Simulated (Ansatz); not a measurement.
# GaGe3: equation of state with PBE

GaGe3:

```
CELL_PARAMETERS angstrom
0.00000 3.38717 3.38717
3.38717 0.00000 3.38717
3.38717 3.38717 0.00000
ATOMIC_POSITIONS crystal
Ge 0.50000 0.50000 0.50000
Ge 0.75000 0.75000 0.75000
Ge 0.25000 0.25000 0.25000
Ga 0.00000 0.00000 0.00000
```

The cell comes from a database or a generator and needn't be the stable form of this composition.

```yaml
Program: Ansatz 0.2.0
Task: equation of state
Functional: PBE
Potentials_or_basis: Ansatz PAW
Cutoff: 420 eV
Density_cutoff: 1680 eV
k_mesh: 7 × 7 × 7
Occupations: fermi-dirac, width 0.05 eV
Spin: no spin polarisation
```

```yaml
Equilibrium_volume: 19.27 Å³/atom
Bulk_modulus: 63 GPa
Pressure_derivative_of_the_bulk_modulus: 4.9
```

Energy against volume, from the lowest point:
```csv
volume (Å³/atom),energy (meV/atom)
18.264,11.17
18.653,3.85
19.042,0.27
19.430,0.00
19.819,2.64
20.208,7.88
20.596,15.45
```

All runs of the series together: 14 s on 2 threads of Arm Neoverse V2, with other jobs on the host.
